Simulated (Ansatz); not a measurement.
This script makes cell relaxations under several functionals of AlN, space group P6_3mc with the Ansatz DFT code, driven from Python.

`lattice_aln.py`
```python
"""How the lattice of AlN depends on the functional."""

import ansatz as az
import numpy as np

def edges_and_angles(cell):
    cell = np.asarray(cell)
    a, b, c = np.linalg.norm(cell, axis=1)
    cosines = cell[1] @ cell[2] / (b * c), cell[0] @ cell[2] / (a * c), cell[0] @ cell[1] / (a * b)
    return (a, b, c, *np.degrees(np.arccos(cosines)))

vectors = np.array([
    [3.113, 0.0, 0.0],
    [-1.5565, 2.69593708, 0.0],
    [0.0, 0.0, 4.981],
])
xtal = (
    az.Lattice.of(vectors)
    .atom("Al", [1 / 3, 2 / 3, 0.0])
    .atom("Al", [2 / 3, 1 / 3, 0.5])
    .atom("N", [1 / 3, 2 / 3, 0.38])
    .atom("N", [2 / 3, 1 / 3, 0.88])
)

model = (
    xtal.calculation()
    .basis(510)
    .kpoints(6, 6, 4)
    .occupations("Fixed")
    .scf(tolerance=1e-08)
    .relax(cell=True, force_tolerance=0.03)
)

levels = [("revpbe", "d3bj"), ("pbe", "d3bj"), ("pbe", "d4")]
print("level            a       b       c    alpha   beta  gamma  V/atom  steps")
for name, dispersion in levels:
    seen = []
    run = model.functional(name, dispersion=dispersion).session().plan()
    res = run.execute(on_event=lambda e: seen.append(e) if e["event"] == "relax_step" else None)
    cell = res.lattice.cell_ang
    label = name if dispersion == "none" else f"{name}+{dispersion}"
    print("{:13s} {:7.4f} {:7.4f} {:7.4f} {:6.2f} {:6.2f} {:6.2f}".format(label, *edges_and_angles(cell)), f"{abs(np.linalg.det(cell)) / len(res.lattice.sites):7.3f} {len(seen):5d}")
```

Rank the levels of theory by the volume of the relaxed cell.

From smallest to largest: revPBE+D3BJ (10.34 Å³ an atom, -1.1 % against the start), PBE+D4 (10.40 Å³ an atom, -0.5 % against the start) and PBE+D3BJ (10.42 Å³ an atom, -0.3 % against the start). The spread is 0.8 % in volume.

The run itself:

```console
$ python lattice_aln.py
level            a       b       c    alpha   beta  gamma  V/atom  steps
DeckWarning: relax.cell: scf.convergence.dr2_threshold = 1e-8 eV is looser than the 4e-10 eV advised for a relaxation that steers and ends on the stress (1e-10 eV for each atom of the cell: 4). What an SCF threshold leaves in a stress goes as its square root, [...]
revpbe+d3bj    3.1022  3.1022  4.9631  90.00  90.00 120.00  10.341     6
pbe+d3bj       3.1094  3.1094  4.9779  90.00  90.00 120.00  10.420     5
pbe+d4         3.1074  3.1074  4.9740  90.00  90.00 120.00  10.398     5
```
(Warnings from the package without file and line, shortened.)

Of the deposited cell: the entry's cell lengths or inner coordinates differ somewhat from later room-temperature determinations. The structure is a deposited one; some such entries were measured under pressure or heat, so a shift against it needn't be the functional's error alone. Run time: 21 s on 1 thread of Arm Neoverse V1 (shared host), peak memory 0.38 GiB.

(Lines on the test bed's own set-up are left out of the output.)
